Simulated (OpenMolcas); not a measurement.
**SOGGA11/ANO-RCC-VDZP (DKH8) run of GeH3Br (SMILES [GeH3][Br])**

Aim: the vertical ionisation energy of GeH3Br at SOGGA11/ANO-RCC-VDZP (DKH8), from 2 runs. 

The results are computed with OpenMolcas 26.06.

**1. The structure to begin with**

GeH3Br has 5 atoms, charge 0, and is taken as a singlet. SMILES: `[GeH3][Br]`. Geometry: a GFN2-xTB relaxation, a rough one for these elements and not checked as a minimum.

Bond lengths: Ge1–Br2 2.258 Å, Ge1–H3 1.499 Å, Ge1–H4 1.499 Å, Ge1–H5 1.499 Å. Angles: Br2–Ge1–H3 107.3°, Br2–Ge1–H4 107.3°, Br2–Ge1–H5 107.3°, H3–Ge1–H4 111.6°, H3–Ge1–H5 111.6°, H4–Ge1–H5 111.6°.

**2. A single-point energy at SOGGA11/ANO-RCC-VDZP (DKH8)**

File coord.xyz:

```xyz
5

Ge     0.135010     0.013270    -0.125310
Br    -1.515240    -0.149270     1.407440
H      0.126030     1.420170    -0.641380
H     -0.167870    -0.973790    -1.211440
H      1.422080    -0.310370     0.570690
```

File job.inp:

```
&GATEWAY
 Coord
 coord.xyz
 Basis
 ANO-RCC-VDZP
 Group
 NoSym

&SEWARD
 Relativistic
 R08O02
 Expert

&SCF
 KSDFT
 2
 1.0 GGA_X_SOGGA11
 1.0 GGA_C_SOGGA11
 PrOrbitals
 1 1
```

Started as:

```
$ export MOLCAS_MEM=1860
$ pymolcas job.inp > job.log
```

Log, cut to the lines that bear on the results:

```text
--- Start Module: gateway ---
[...]
--- Stop Module: gateway /rc=_RC_ALL_IS_WELL_ ---
--- Start Module: seward ---
[...]
 ###    WARNING:  EXPERT option is ON!                                       ###
 ###############################################################################
               SEWARD will generate:
[...]
      Basis functions           69
--- Stop Module: seward /rc=_RC_ALL_IS_WELL_ ---
[...]
--- Start Module: scf ---
[...]
       Convergence after  11 Iterations
[...]
::    Total KS-DFT energy                           -4707.2017277826
[...]
      Total spin, S                                     0.0000000000
[...]
      Total electronic charge=   70.000000
      Total            charge=   -0.000000
[...]
      Dipole Moment (debye):
      Origin of the operator (angstrom)=   -0.6943   -0.0684    0.6449
                   X=  1.4512E+00               Y=  1.4842E-01               Z= -1.3458E+00           Total=  1.9847E+00
      Quadrupole Moment (debye*angstrom):
[...]
--- Stop Module: scf /rc=_RC_ALL_IS_WELL_ ---
[...]
```

Wall time 14 s (1 thread of Intel Xeon Platinum 8488C (Sapphire Rapids), shared host); peak memory 0.42 GiB.

**3. The doublet cation at the same level**

coord.xyz is that of step 2.

File job.inp:

```
* BrGeH3 Kohn-Sham DFT

&GATEWAY
  COORD=coord.xyz
  BASIS=ANO-RCC-VDZP
  GROUP=NoSym

&SEWARD
  RELATIVISTIC=R08O02
  EXPERT

&SCF
  UHF
  CHARGE=1
  SPIN=2
  KSDFT=2
  1.0 GGA_X_SOGGA11
  1.0 GGA_C_SOGGA11
  PRORBITALS=1 1
```

Started as:

```
$ export MOLCAS_MEM=1860
$ pymolcas job.inp > job.log
```

Log, cut to the lines that bear on the results:

```text
--- Start Module: gateway ---
[...]
--- Stop Module: gateway /rc=_RC_ALL_IS_WELL_ ---
--- Start Module: seward ---
[...]
 ###    WARNING:  EXPERT option is ON!                                       ###
 ###############################################################################
               SEWARD will generate:
[...]
      Basis functions           69
--- Stop Module: seward /rc=_RC_ALL_IS_WELL_ ---
[...]
--- Start Module: scf ---
[...]
       Convergence after  41 Iterations
[...]
::    Total KS-DFT energy                           -4706.8122145837
[...]
      Total spin, S                                     0.5008107278
[...]
      Total electronic charge=   69.000000
      Total            charge=    1.000000
[...]
      Dipole Moment (debye):
      Origin of the operator (angstrom)=   -0.6943   -0.0684    0.6449
                   X=  2.2323E+00               Y= -1.5953E-01               Z= -4.0727E-01           Total=  2.2748E+00
      Center of Charge (angstrom)
[...]
--- Stop Module: scf /rc=_RC_ALL_IS_WELL_ ---
[...]
```

Wall time 28 s (1 thread of Intel Xeon Platinum 8488C (Sapphire Rapids), shared host); peak memory 0.42 GiB.

**4. Outcome**

At SOGGA11/ANO-RCC-VDZP (DKH8):

```
                                          quantity           value
                      singlet GeH3Br: total energy  -4707.20173 Eh
                     singlet GeH3Br: dipole moment          1.98 D
                       singlet GeH3Br: HOMO energy        -7.08 eV
                       singlet GeH3Br: LUMO energy        -1.24 eV
                     singlet GeH3Br: HOMO–LUMO gap         5.84 eV
                      doublet cation: total energy  -4706.81221 Eh
doublet cation: HOMO energy (highest over α and β)       -13.95 eV
 doublet cation: LUMO energy (lowest over α and β)       -13.75 eV
                              doublet cation: ⟨S²⟩           0.752
vertical ionisation energy (to the doublet cation)       10.599 eV
```

In words: The vertical ionisation energy comes to 10.60 eV (244 kcal/mol). −ε(HOMO) before ionisation, 7.08 eV, is 3.52 eV below this ionisation energy. Mulliken charges (singlet GeH3Br) run from -0.37 on Br2 to +0.80 on Ge1.
